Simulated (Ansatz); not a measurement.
# AlGaHF (triplet): the correlation ladder at a displaced geometry (v1), cc-pVDZ

How much of the correlation energy of AlGaHF (triplet) does each wave-function method recover here?

Program: Ansatz 0.2.0, Gaussian basis. Level of theory: cc-pVDZ, core rule «outside noble gas», up to 20 orbitals frozen. These are calculated values, not measurements.

The runs, in order: UHF; CCSD(T) on ROHF; CCSD(T) on UHF; BCCD(T) on ROHF; CISD; CCSDT(Q) on ROHF; CCSDT(Q) on UHF.

27 further runs of the same task are left out: 17 that didn't finish, 10 set aside as unsound or not needed.

## Step 1: The system

The geometry is a PBE0/def2-TZVP stationary point (not a proven minimum) with its atoms shifted at random (size 0.040 Å). No spin-orbit coupling is included. The filled d shell of Ga may be among the frozen orbitals whatever the setting's name suggests; the logs give the count.

4 atoms, charge 0, spin multiplicity 3.

Atoms are counted from 1 here; the program's logs count them from 0.

Bond lengths: Al1–Ga2 2.496 Å, Ga2–F3 1.749 Å, Ga2–H4 1.571 Å. Angles: Al1–Ga2–F3 115.0°, Al1–Ga2–H4 130.1°, F3–Ga2–H4 114.8°.

## Step 2: UHF

File in.yaml:

```yaml
crystal:
  periodic: [false, false, false]
  atoms:
    - {symbol: Al, position_ang: [-0.006694, -0.279049, 2.043981]}
    - {symbol: Ga, position_ang: [-0.007527, 0.352745, -0.370480]}
    - {symbol: F, position_ang: [0.040437, -0.992142, -1.487710]}
    - {symbol: H, position_ang: [-0.062340, 1.769804, -1.046347]}
basis:
  gaussian: {orbitals: cc-pVDZ}
magnetization: {spin_polarized: true, initial_magnetization: 2}
hamiltonian: {xc: hf}
output: {orbitals: {seedname: orbitals}}
```

The run is started by

```console
> ansatz run in.yaml --threads 1 --pin off --events-out ev --progress --plain --max-ram 2393MiB
```

After this run come: CCSD(T) on ROHF; CCSD(T) on UHF; BCCD(T) on ROHF; CISD; CCSDT(Q) on ROHF; CCSDT(Q) on UHF.

Q: Predict the results of all the runs planned. Wanted: UCCSDT(Q) below the RHF energy; RMP2 from UCCSDT(Q); UMP2 from UCCSDT(Q); RCCSD from UCCSDT(Q); RCCSD(T) from UCCSDT(Q); UCCSD(T) from UCCSDT(Q); RCCSDT(Q) from UCCSDT(Q); T1 diagnostic.

The runs gave:

| quantity | value |
| --- | --- |
| UCCSDT(Q) below the RHF energy | -8.5750 eV |
| RMP2 from UCCSDT(Q) | +21.68 kcal/mol |
| UMP2 from UCCSDT(Q) | +21.17 kcal/mol |
| RCCSD from UCCSDT(Q) | +5.79 kcal/mol |
| RCCSD(T) from UCCSDT(Q) | +1.37 kcal/mol |
| UCCSD(T) from UCCSDT(Q) | +1.31 kcal/mol |
| RCCSDT(Q) from UCCSDT(Q) | +0.12 kcal/mol |
| levels within 1 kcal/mol (43 meV) | RCCSDT, UCCSDT, RCCSDT(Q) |
| T1 diagnostic | 0.036 |

What this shows: RCCSD(T) lands +1.37 kcal/mol from the yardstick (0.7 % of the correlation energy). These misses are within one basis, not against nature; the frozen cores of restricted and unrestricted runs differ, which can shift their rows.
